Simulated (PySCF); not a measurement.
# Mo³⁺: dipole response in aug-cc-pVTZ-DK

Aim: the static polarisability and the C₆ coefficient of Mo³⁺, method by method.

Program: PySCF 2.14.0. Level of theory: unrestricted determinants in a Gaussian basis, no spin-orbit coupling in the energies. These are calculated values, not measurements, unless marked.

### 1 The atom as given

```
Element     : molybdenum (Z = 42)
Basis       : aug-cc-pVTZ-DK (9s8p6d3f2g, 102 functions)
Hamiltonian : scalar relativity by spin-free X2C-1e
State 1     : Mo³⁺: [Kr] 4d3, high-spin 4F determinant
Methods     : UHF, PBE
```

Outer shells as boxes (Hund's rule):

Mo3+ [Kr] 4d3
```
[Kr] core
4d [↑ ][↑ ][↑ ][  ][  ]
```

One driver process ran all states and methods and kept the integrals in memory. Each run is shown as a PySCF script that sums up its settings (the driver passes frozen orbitals as a list and adds second-order terms of double hybrids); the logs are those of the runs themselves. The driver starts from symmetry-adapted Hartree-Fock orbitals, holds the occupation by maximum overlap and uses a logarithmic radial grid for functionals, so a plain start would take other cycles.

The integrals over 102 functions and the set-up took 7.5 s of CPU time.

### 2 Mo³⁺, method by method

#### UHF

Contents of input.py:

```python
from pyscf import gto, scf, dft, mp, cc
import basis_set_exchange as bse
mol = gto.M(atom="Mo 0 0 0", charge=3, spin=3, symmetry="D2h",
            basis=gto.basis.parse(bse.get_basis("aug-cc-pVTZ-DK", elements=["Mo"], fmt="nwchem")),
            nucmod="G")
mf = scf.UHF(mol).sfx2c1e()
mf.irrep_nelec = {'Ag': (6, 6), 'B1g': (2, 1), 'B2g': (2, 1), 'B3g': (2, 1), 'B1u': (3, 3), 'B2u': (3, 3), 'B3u': (3, 3)}
mf.kernel()
```

The log of the run:

```text
damping factor = 0
level_shift factor = 0
DIIS = <class 'pyscf.scf.diis.CDIIS'>
diis_start_cycle = 1
diis_space = 10
diis_damp = 0
SCF conv_tol = 1e-09
SCF conv_tol_grad = None
number electrons alpha = 21  beta = 18
cycle= 1 E= -4044.33908300688  delta_E= -0.0077  |g|= 0.0321  |ddm|= 0.0522
cycle= 2 E= -4044.33939321513  delta_E= -0.00031  |g|= 0.00673  |ddm|= 0.0108
cycle= 3 E= -4044.33940777223  delta_E= -1.46e-05  |g|= 0.000355  |ddm|= 0.00545
cycle= 4 E= -4044.33940781556  delta_E= -4.33e-08  |g|= 0.000102  |ddm|= 0.000401
cycle= 5 E= -4044.33940781936  delta_E= -3.79e-09  |g|= 1.1e-05  |ddm|= 0.000306
cycle= 6 E= -4044.33940781942  delta_E= -6.37e-11  |g|= 8.93e-07  |ddm|= 2.95e-05
converged SCF energy = -4044.33940781942  <S^2> = 3.7543916  2S+1 = 4.0021952
```

CPU time 35 s on a shared host, the integrals not counted.

Orbital energies by shell (radii are means over both spins):

```tsv
shell	electrons	mean orbital energy (eV)	spread (eV)	rms radius (bohr)
1s β	1	-20138.4	0	0.0404
1s α	1	-20138.3	0	0.0404
2s α	1	-2948.9	0	0.166
2s β	1	-2948.2	0	0.166
2p α	3	-2634.3	0	0.148
2p β	3	-2633.6	0	0.148
3s α	1	-562.14	0	0.456
3s β	1	-561.78	0	0.456
3p α	3	-456.04	0	0.462
3p β	3	-455.59	0	0.462
3d α	5	-283.28	1.054	0.453
3d β	5	-282.22	0.252	0.453
4s α	1	-113.83	0	1.17
4s β	1	-109.39	0	1.17
4p α	3	-82.746	0	1.30
4p β	3	-76.823	0	1.30
4d α	3	-40.387	0	1.72
```

⟨S²⟩ = 3.754, ⟨L²⟩ = 12.05.

The driver then solved the coupled dipole response at imaginary frequencies: mean α = 5.452 bohr³, C₆ = 24.25 au for a like pair.

#### PBE

input.py, as changed from the run before:

```diff
@@ -5,3 +5,3 @@
             nucmod="G")
-mf = scf.UHF(mol).sfx2c1e()
+mf = dft.UKS(mol, xc="PBE").sfx2c1e()
 mf.irrep_nelec = {'Ag': (6, 6), 'B1g': (2, 1), 'B2g': (2, 1), 'B3g': (2, 1), 'B1u': (3, 3), 'B2u': (3, 3), 'B3u': (3, 3)}
```

The log of the run:

```text
damping factor = 0
level_shift factor = 0
DIIS = <class 'pyscf.scf.diis.CDIIS'>
diis_start_cycle = 1
diis_space = 10
diis_damp = 0
SCF conv_tol = 1e-09
SCF conv_tol_grad = None
number electrons alpha = 21  beta = 18
XC functionals = PBE
    J. P. Perdew, K. Burke, and M. Ernzerhof.,  Phys. Rev. Lett. 77, 3865 (1996)
    J. P. Perdew, K. Burke, and M. Ernzerhof.,  Phys. Rev. Lett. 78, 1396 (1997)
    J. P. Perdew, K. Burke, and M. Ernzerhof.,  Phys. Rev. Lett. 77, 3865 (1996)
    J. P. Perdew, K. Burke, and M. Ernzerhof.,  Phys. Rev. Lett. 78, 1396 (1997)
cycle= 1 E= -4045.98550900301  delta_E= -0.00803  |g|= 0.0438  |ddm|= 0.642
cycle= 2 E= -4045.98564917362  delta_E= -0.00014  |g|= 0.0115  |ddm|= 0.0524
cycle= 3 E= -4045.98565874002  delta_E= -9.57e-06  |g|= 0.0014  |ddm|= 0.0182
cycle= 4 E= -4045.98565915458  delta_E= -4.15e-07  |g|= 9.66e-05  |ddm|= 0.00347
cycle= 5 E= -4045.98565915692  delta_E= -2.33e-09  |g|= 1.82e-06  |ddm|= 0.000241
cycle= 6 E= -4045.98565915692  delta_E= -4.55e-12  |g|= 3.89e-08  |ddm|= 3.56e-06
converged SCF energy = -4045.98565915692  <S^2> = 3.7506945  2S+1 = 4.0003472
```

CPU time 28 s on a shared host, the integrals not counted.

The driver then solved the coupled dipole response at imaginary frequencies: mean α = 5.868 bohr³, C₆ = 26.06 au for a like pair.

Radial density 4πr²ρ of Mo³⁺ at UHF, without picture-change correction:

```tsv
r (bohr)	density	spin density
0.000479	0.355	0.000
0.000805	0.849	0.000
0.00135	2.00	0.000
0.00228	4.59	0.000
0.00383	10.0	0.000
0.00645	20.3	-0.001
0.0108	35.9	-0.001
0.0182	50.7	-0.002
0.0307	51.3	-0.002
0.0516	44.7	-0.002
0.0868	60.8	0.026
0.146	56.7	0.200
0.246	42.1	0.452
0.413	45.2	0.155
0.695	13.2	0.317
1.17	10.6	2.064
1.97	2.59	1.312
3.31	0.119	0.107
5.56	0.000453	0.000
```

### 3 The response side by side

Mo³⁺, in atomic units:

```tsv
method	mean α	C₆ (like pair)	S(−4)
UHF	5.452	24.25	7.791
PBE	5.868	26.06	10.45
```

α(iu) at PBE:

```tsv
u (hartree)	α(iu) (bohr³)
0	5.868
0.0500	5.842
0.100	5.767
0.200	5.500
0.300	5.142
0.500	4.387
0.750	3.577
1.00	2.939
1.50	2.039
2.00	1.465
3.00	0.8358
5.00	0.3651
```

### 4 What came out

| quantity | value |
| --- | --- |
| α of Mo³⁺ | 5.452 (UHF) to 5.868 (PBE) bohr³ |

In words: A single London oscillator with the computed α and C₆ of Mo³⁺ at UHF would have ω = 4 C₆ / (3 α²) = 1.09 hartree. The basis is finite, and no extrapolation was made.
